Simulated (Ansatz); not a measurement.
# LiTlTe2 (I-III-VI2 ordering on zincblende lattice): independent-particle optics

How does LiTlTe2 (I-III-VI2 ordering on zincblende lattice) absorb light if electrons and holes don't interact? The runs, in order: HSE06 for the gap; optics with PBE on 4×4×4; optics with r2SCAN on 4×4×4; optics with PBE and scissors to the HSE06 gap on 4×4×4; optics with PBE with spin-orbit coupling on 4×4×4.

Program: Ansatz 0.2.0. Level of theory: plane waves, PAW; no local fields, no excitons. These are calculated values, not measurements.

1 further run of the same task is left out (it didn't finish).

**1. Starting point**

Symmetry: P-4m2, No. 115, tetragonal system. Conventional cell: a = 4.598 Å, b = 4.598 Å, c = 6.473 Å, α = 90.00°, β = 90.00°, γ = 90.00°. Li (site symmetry -4m2) has 4 Te at 2.74 Å as nearest neighbours. Around Te (site symmetry 2mm) lie 2 Li at 2.74 Å and 2 Tl at 2.88 Å. Tl (site symmetry -4m2) is surrounded by 4 Te at 2.88 Å.

As a file:

```xyz
4
Lattice="4.5980 0.0000 0.0000 0.0000 4.5980 0.0000 0.0000 0.0000 6.4735" Properties=species:S:1:pos:R:3 pbc="T T T"
Li    0.0000    0.0000    0.0000
Te    0.0000    2.2990    1.4948
Tl    2.2990    2.2990    3.2367
Te    2.2990    0.0000    4.9786
```

Cell and atoms come from an earlier r2SCAN relaxation. Spin-orbit coupling, which matters for Te, Tl, is in the runs so named alone.

**2. A hybrid for the gap**

File input.yaml:

```yaml
crystal:
  lattice:
    - [4.5980007822, 0.0, 0.0]
    - [0.0, 4.5980007822, 0.0]
    - [0.0, 0.0, 6.4734597936]
  atoms:
    - { symbol: Li, position: [0.0, 0.0, 0.0] }
    - { symbol: Te, position: [0.0, 0.5, 0.2309160927] }
    - { symbol: Tl, position: [0.5, 0.5, 0.5] }
    - { symbol: Te, position: [0.5, 0.0, 0.7690839073] }
kpoints:
  mp_grid: { grid: [4, 4, 2] }
  band_path:
    path:
      - [0.0, 0.0, 0.0]
      - [0.0, 0.5, 0.0]
      - [0.5, 0.5, 0.0]
      - [0.0, 0.0, 0.5]
      - [0.0, 0.5, 0.5]
      - [0.5, 0.5, 0.5]
    npoints: 1
hamiltonian:
  xc: hse06
scf:
  occupations: { method: fixed }
  n_extra_bands: 5
output:
  forces: true
  stress: true
  eigenvalues: true
  write_density: true
  write_potential: true
  elf: true
  volumetric_format: npy
```

The run is started by

```sh
ansatz run input.yaml --threads 4 --pin off --max-ram 3686MiB --backend cpu --events-out ev --progress --plain --runs-dir out
```

Further steps of the session: Optics, PBE; Optics, r2SCAN; Optics, PBE with a scissors shift; Optics, PBE with spin-orbit coupling.

Q: Predict the results of all the runs planned. Wanted: ε∞, PBE; ε∞, r2SCAN; tallest peak of ε₂, PBE; tallest peak of ε₂, r2SCAN; tallest peak of ε₂, PBE with spin-orbit coupling; HSE06 direct gap.

As calculated:

| quantity | value |
| --- | --- |
| ε∞, PBE | 14.47 (xx, yy), 13.16 (zz) |
| ε∞, r2SCAN | 10.90 (xx, yy), 10.72 (zz) |
| ε∞, PBE + 0.59 eV scissors | 10.57 (xx, yy), 10.37 (zz) |
| tallest peak of ε₂, PBE | 11.9 at 1.50 eV |
| tallest peak of ε₂, r2SCAN | 11.0 at 2.85 eV |
| tallest peak of ε₂, PBE + 0.59 eV scissors | 12.0 at 2.10 eV |
| tallest peak of ε₂, PBE with spin-orbit coupling | 10.5 at 2.65 eV (complete to 10.6 eV) |
| HSE06 direct gap | 0.76 eV |

In words: From PBE to PBE + 0.59 eV scissors the direct gap grows from 0.16 to 0.75 eV, and ε∞ goes from 14.03 to 10.50 (mean of the axes): a wider gap screens less. With a direct gap of only 0.16 eV, ε∞ hangs on the few k points next to it, so this mesh fixes it only roughly. The response is anisotropic: with PBE ε∞ is 14.47 (xx, yy), 13.16 (zz). Local fields and excitons are left out: both change ε∞, and without excitons the onset lacks its lines.
